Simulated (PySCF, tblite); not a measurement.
**C₃H₅BrCl radical: geometry, infrared bands and EPR parameters**

Aim: predict the infrared bands and EPR parameters of C₃H₅BrCl radical (`C[C@@H](Br)[CH]Cl`).

The runs use tblite 0.8.0 and PySCF 2.14.0, with density-fitted response routines of our own; the level of theory stands in each step. All values are computed, except where a source is named. Atoms are numbered from 0 throughout.

**1. The starting structure**

10 atoms, charge 0, multiplicity 2; geometry from: force field or distance geometry start.

Bonds of the start (Å): C0–C1 1.50, C1–Br2 1.94, C1–C3 1.47, C3–Cl4 1.76, C0–H5 1.13, C0–H6 1.10, C0–H7 1.11, C1–H8 1.11, C3–H9 1.09.

**2. Relaxing the molecule with GFN2-xTB**

The job: settings as JSON, then the geometry in Å.

```
{"job": {"kind": "relax", "xc": "GFN2-xTB", "basis": "xTB"}, "charge": 0, "multiplicity": 2}
C     -1.030900    -0.050500     0.331700
C      0.124100     0.365900    -0.534200
Br     0.456700     2.260500    -0.321200
C      1.308000    -0.444100    -0.193300
Cl     1.967800    -0.313500     1.429700
H     -1.290700    -1.102700     0.014100
H     -0.845400    -0.005200     1.415200
H     -1.912600     0.578200     0.073200
H     -0.154300     0.146600    -1.582000
H      1.386200    -1.430500    -0.655600
```

The run is started by

```bash
$ OMP_NUM_THREADS=1 python probes_run.py task.json out
```

This one command runs all jobs of the session in turn.

Log:

```text
step      E/eV     max force
  0    -476.91345    1.860
  1    -477.01275    0.748
  2    -477.05173    0.465
  3    -477.06486    0.420
  4    -477.08356    0.377
  5    -477.09566    0.351
  6    -477.10811    0.247
  7    -477.11491    0.229
  8    -477.12041    0.237
  9    -477.12612    0.302
 10    -477.13338    0.326
 11    -477.14205    0.353
 12    -477.15300    0.384
 13    -477.16830    0.362
 14    -477.18762    0.490
 15    -477.20278    0.390
 16    -477.18039    1.119
 17    -477.22150    0.290
 18    -477.22700    0.243
 19    -477.24273    0.268
 20    -477.25105    0.319
 21    -477.27851    0.450
 22    -477.30754    0.569
 23    -477.35193    0.943
 24    -477.38360    0.944
 25    -477.43210    0.859
 26    -477.47342    0.618
 27    -477.50677    0.537
 28    -477.51718    0.681
 29    -477.55009    0.544
 30    -477.57109    0.316
 31    -477.58630    0.220
 32    -477.59276    0.223
 33    -477.59824    0.230
 34    -477.60115    0.187
 35    -477.60300    0.122
 36    -477.60442    0.098
 37    -477.60557    0.110
 38    -477.60649    0.103
 39    -477.60760    0.108
 40    -477.60916    0.114
 41    -477.61060    0.088
 42    -477.61128    0.056
 43    -477.61148    0.035
 44    -477.61160    0.034
 45    -477.61176    0.033
 46    -477.61192    0.037
 47    -477.61204    0.028
 48    -477.61216    0.033
 49    -477.61232    0.040
 50    -477.61257    0.046
 51    -477.61288    0.048
 52    -477.61313    0.040
 53    -477.61328    0.037
 54    -477.61339    0.034
 55    -477.61350    0.027
 56    -477.61362    0.029
 57    -477.61372    0.029
 58    -477.61384    0.040
 59    -477.61401    0.051
 60    -477.61429    0.052
 61    -477.61462    0.046
 62    -477.61485    0.048
 63    -477.61499    0.044
 64    -477.61513    0.038
 65    -477.61533    0.038
 66    -477.61559    0.039
 67    -477.61581    0.025
 68    -477.61592    0.020
 69    -477.61596    0.020
 70    -477.61599    0.021
 71    -477.61607    0.024
 72    -477.61623    0.036
 73    -477.61647    0.040
 74    -477.61678    0.046
 75    -477.61706    0.055
 76    -477.61732    0.057
 77    -477.61760    0.054
 78    -477.61796    0.054
 79    -477.61859    0.056
 80    -477.61898    0.045
 81    -477.61935    0.031
 82    -477.61950    0.012
 83    -477.61943    0.050
 84    -477.61955    0.006
```

Wall time 1.5 s (1 thread of AMD EPYC, shared host); peak memory 0.18 GiB.

Relaxation path: (not every step is listed)

```
step  energy from step 0 (eV)  largest force (eV/Å)
   0                   0.0000                1.8599
   1                  -0.0993                0.7479
   2                  -0.1383                0.4647
   3                  -0.1514                0.4201
   4                  -0.1701                0.3766
   5                  -0.1822                0.3513
   6                  -0.1947                0.2475
   7                  -0.2015                0.2290
   8                  -0.2070                0.2370
  15                  -0.2893                0.3898
  22                  -0.3941                0.5687
  29                  -0.6366                0.5436
  36                  -0.6910                0.0979
  43                  -0.6980                0.0352
  50                  -0.6991                0.0462
  57                  -0.7003                0.0295
  64                  -0.7017                0.0379
  71                  -0.7026                0.0238
  78                  -0.7045                0.0545
  79                  -0.7051                0.0561
  80                  -0.7055                0.0447
  81                  -0.7059                0.0311
  82                  -0.7061                0.0121
  83                  -0.7060                0.0505
  84                  -0.7061                0.0063
```

Close pairs (by a distance rule), those that changed most:

```
  bond  before (Å)  after (Å)  change (Å)
C1–Br2       1.935      3.064      +1.129
 C1–C3       1.474      1.337      -0.138
C3–Cl4       1.757      1.706      -0.051
 C0–H5       1.129      1.090      -0.039
 C1–H8       1.106      1.081      -0.025
 C0–H7       1.113      1.089      -0.025
 C0–C1       1.502      1.481      -0.021
 C0–H6       1.100      1.086      -0.014
```

The final coordinates are the input of the step that follows.

**3. Harmonic vibrations with GFN2-xTB**

The job: settings as JSON, then the geometry in Å.

```
{"job": {"kind": "ir", "xc": "GFN2-xTB", "basis": "xTB"}, "charge": 0, "multiplicity": 2}
C     -1.183432    -0.178569     0.417603
C     -0.016131    -0.242623    -0.492342
Br     0.843309     2.680158    -0.822068
C      1.252472    -0.457311    -0.129778
Cl     1.746114    -0.679690     1.487910
H     -1.858305    -1.007808     0.203839
H     -0.880357    -0.222989     1.459351
H     -1.736981     0.742370     0.241837
H     -0.221424    -0.136678    -1.548464
H      2.063617    -0.492204    -0.840417
```

Log:

```text
mode    cm-1     km/mol
  1      37.7      0.91
  2      48.0      0.63
  3     105.3      0.23
  4     112.2      4.35
  5     216.4      0.82
  6     355.7      0.98
  7     540.9      2.80
  8     738.8     35.05
  9     756.0      9.68
 10     867.5      0.36
 11     974.7     22.45
 12    1014.9      3.63
 13    1088.9      1.28
 14    1215.7      2.53
 15    1270.8     52.45
 16    1387.4     55.63
 17    1446.1      2.59
 18    1454.0     24.29
 19    1613.8    163.43
 20    2998.5      5.28
 21    3025.7      3.23
 22    3059.9      9.93
 23    3071.8      4.92
 24    3083.5     13.03
```

It took 0.87 s on 1 thread of AMD EPYC, shared host; peak memory 0.18 GiB.

Which atoms move in the most intense modes:

```
cm⁻¹  km/mol                               atoms
 739    35.0           H9 47 %, H8 27 %, C3 17 %
 975    22.4  C0 30 %, H5 17 %, H7 16 %, C3 10 %
1271    52.5           H8 35 %, H9 33 %, C3 17 %
1387    55.6  H7 30 %, H5 30 %, C0 19 %, H6 18 %
1454    24.3           H7 45 %, H6 23 %, H5 23 %
1614   163.4                    C1 56 %, C3 36 %
3060     9.9                    H6 65 %, H8 27 %
3084    13.0                    H9 66 %, H8 22 %
```

The optimised geometry no longer has the bonds of the starting formula, so what follows describes that rearranged structure.

**4. g tensor and hyperfine couplings: B3LYP/def2-TZVP-core+pcH-1**

Settings changed since step 3:

```diff
@@ -1,2 +1,2 @@
-{"job": {"kind": "ir", "xc": "GFN2-xTB", "basis": "xTB"}, "charge": 0, "multiplicity": 2}
+{"job": {"kind": "epr", "basis": "pcH-1"}, "charge": 0, "multiplicity": 2}
 C     -1.183432    -0.178569     0.417603
```

With the program's defaults for keys left out, this is: UKS B3LYP, def2-TZVP-core on Br, pcH-1 on C Cl H, non-relativistic, mean-field spin-orbit, GIAO.

Log:

```text
UKS, coarse grid
  cycle   1  E = -3151.60387241  |g| = 1.56e+00
  cycle   2  E = -3151.53347872  |g| = 5.88e-01
  cycle   3  E = -3151.41996900  |g| = 6.21e-01
  cycle   4  E = -3151.68363853  |g| = 1.83e-01
  cycle   5  E = -3151.69539046  |g| = 4.91e-02
  cycle   6  E = -3151.69607183  |g| = 3.32e-02
  cycle   7  E = -3151.69671678  |g| = 6.66e-03
  cycle   8  E = -3151.69674914  |g| = 2.57e-03
  cycle   9  E = -3151.69675783  |g| = 1.09e-03
  cycle  10  E = -3151.69676284  |g| = 6.79e-04
UKS, final grid
  cycle   1  E = -3151.69677569  |g| = 5.34e-04
  cycle   2  E = -3151.69677634  |g| = 6.97e-04
  cycle   3  E = -3151.69677678  |g| = 2.93e-04
  cycle   4  E = -3151.69677727  |g| = 2.34e-04
  cycle   5  E = -3151.69677773  |g| = 1.04e-04
  cycle   6  E = -3151.69677780  |g| = 8.61e-05
  cycle   7  E = -3151.69677783  |g| = 3.83e-05
  cycle   8  E = -3151.69677784  |g| = 3.25e-05
  cycle   9  E = -3151.69677784  |g| = 6.94e-06
E = -3151.69677784 Eh   <S^2> = 0.7529 (exact 0.7500)
g shifts (ppm)      1          2          3
  rmc          -282       -282       -282
  gc            -40         78         78
  oz_so          71     811192     869309
  total        -250     810989     869106
hyperfine (MHz)  atom isotope    a_iso     a_fc   dipolar eigenvalues
    0   13C      -2.89      -2.89     -0.67     -0.16      0.82
    1   13C      13.53      13.53    -10.64     -8.94     19.58
    2  79Br     -41.01     -41.01   -578.14   -577.53   1155.67
    3   13C      15.38      15.38    -15.93    -14.76     30.69
    4  35Cl       1.86       1.86     -8.66     -7.01     15.67
    5    1H       7.84       7.84     -1.43     -0.97      2.41
    6    1H      -0.17      -0.17     -1.72     -0.90      2.62
    7    1H       8.36       8.36     -2.18     -1.07      3.25
    8    1H      -1.12      -1.12     -6.30     -1.33      7.63
    9    1H      -9.60      -9.60     -7.70     -0.96      8.66
```

Run time: 3.2 min. Hardware: 1 thread of AMD EPYC, shared host; peak memory 1 GiB.

Principal g values 2.00207, 2.81331, 2.87143; g(iso) = 2.56227, against 2.00232 for a free electron. They are not to be trusted: the run shows a large g shift, which the driver flags as unsure.

Hyperfine couplings, nucleus by nucleus at this fixed geometry (no averaging over rotations):

```
nuclei  isotope  a(iso) (MHz)  a(iso) (G, at g = 2.0023)  largest dipolar term (MHz)
   Br2     79Br         -41.0                      -14.6                      1155.7
    C3      13C          15.4                        5.5                        30.7
    C1      13C          13.5                        4.8                        19.6
    H9       1H          -9.6                       -3.4                         8.7
    H7       1H           8.4                        3.0                         3.3
    H5       1H           7.8                        2.8                         2.4
    C0      13C          -2.9                       -1.0                         0.8
   Cl4     35Cl           1.9                        0.7                        15.7
    H8       1H          -1.1                       -0.4                         7.6
    H6       1H          -0.2                       -0.1                         2.6
```

Mulliken spin populations:

```
atom  value (e)
  C0       0.00
  C1       0.07
 Br2       0.76
  C3       0.14
 Cl4       0.04
  H5       0.00
  H6       0.00
  H7       0.01
  H8       0.00
  H9      -0.01
```

Orbitals, density, ELF and potential are computed afterwards from the orbital file.

ELF in a plane through or near 3 of the atoms.

Ten even steps from ' ' (0.00) to '@' (1.00):
```
                                                        
                                                        
              ....::::::..                              
            ..--==++++++--::                            
          ..--++********==--                            
          ::--++****++==::..                            
          ..::------::..              ..                
                        ::==--..  ..--==::              
                ..  ..--**##**==::--==--::              
        ..==##%%##====++==::::##**==**##**==::          
        **@@@@@@@@##--++%%====%%**##@@@@@@@@%%--        
        ==%%@@@@@@**::--%%%%++++==**@@@@@@@@%%==        
            ..====++++**++--..  ..::++%%%%##--..        
                  ........            ....              
                ..::::....                              
              ....::::::..                              
                  ......                                
                                                        
                                                        
                                                        
```
The map spans 9.4 Å across and 9.9 Å up, centred on the molecule. Atoms in the plane (x, y in Å): C1 (-0.1, 0.1), H5 (2.0, -0.4), H9 (-2.1, -0.4).

log10 of the density (e/Å³) in the same plane.

Values, 10 rows by 14 columns:
```
-4.0 -4.0 -4.0 -3.9 -3.5 -3.4 -3.6 -4.0 -4.0 -4.0 -4.0 -4.0 -4.0 -4.0
-4.0 -4.0 -3.2 -2.7 -2.2 -2.1 -2.3 -2.9 -3.6 -4.0 -4.0 -4.0 -4.0 -4.0
-4.0 -3.5 -2.6 -1.9 -1.4 -1.2 -1.5 -2.2 -2.9 -3.5 -3.9 -4.0 -4.0 -4.0
-4.0 -3.5 -2.5 -1.9 -1.4 -1.2 -1.4 -1.7 -2.1 -2.1 -2.4 -3.1 -4.0 -4.0
-4.0 -3.6 -2.6 -1.9 -1.4 -1.0 -0.2 -0.1 -0.6 -0.6 -1.1 -2.0 -3.1 -4.0
-4.0 -3.3 -1.8 -0.7  0.2  0.2  0.3  0.2  0.0  0.2 -0.1 -1.4 -2.7 -4.0
-4.0 -3.6 -2.3 -1.4 -0.6 -0.3 -0.6 -1.2 -1.3 -1.0 -1.2 -2.0 -3.2 -4.0
-4.0 -4.0 -3.0 -2.2 -1.6 -1.3 -1.5 -2.1 -2.6 -2.7 -2.9 -3.4 -4.0 -4.0
-4.0 -4.0 -3.9 -3.1 -2.4 -2.2 -2.4 -3.1 -4.0 -4.0 -4.0 -4.0 -4.0 -4.0
-4.0 -4.0 -4.0 -4.0 -4.0 -3.9 -3.9 -4.0 -4.0 -4.0 -4.0 -4.0 -4.0 -4.0
```
The map spans 9.4 Å across and 9.9 Å up, centred on the molecule. Atoms in the plane (x, y in Å): C1 (-0.1, 0.1), H5 (2.0, -0.4), H9 (-2.1, -0.4).

On the surface of density 0.002 e/bohr³ the electrostatic potential runs, from the 1st to the 99th percentile, from -0.90 V near Br2 to 1.37 V near H9.

The spin density lies nearest to Br2 72 %; C3 12 %; C1 8 %.

**5. Outcome**

```
                                 quantity                                            value
strongest single infrared mode (GFN2-xTB)                            1614 cm⁻¹, 163 km/mol
             zero-point energy (GFN2-xTB)                                    43.6 kcal/mol
                           g(iso) (B3LYP)                                          2.56227
                                     ⟨S²⟩                               0.753 (exact 0.75)
                           largest a(iso)                           79Br on Br2, -41.0 MHz
    surface potential, 1st and 99th percentile                               -0.90 V and 1.37 V
            property runs in this session  1, of which 0 failed and 1 gave unsound results
```

What this shows: The optimisation took 84 steps and gained 0.706 eV; among the close pairs (by a distance rule), C1–Br2 changed most, from 1.935 to 3.064 Å. No mode is imaginary among the 24: a minimum at this level. The strongest single mode, at 1614 cm⁻¹, moves mainly C1 and C3. Unscaled tight-binding wavenumbers are off by several per cent, some by more. Its intensities can rank the bands wrongly. The structure rearranged or came apart on optimisation; the results belong to the end geometry, not to the formula as drawn. Br2 carries the largest spin population, 0.76 e. The isotropic g lies 559.9 ppt above the free-electron value. These values are not to be trusted: the run shows a large g shift, which the driver flags as unsure. The hyperfine terms hold no scalar relativity, which the heavier nuclei need.
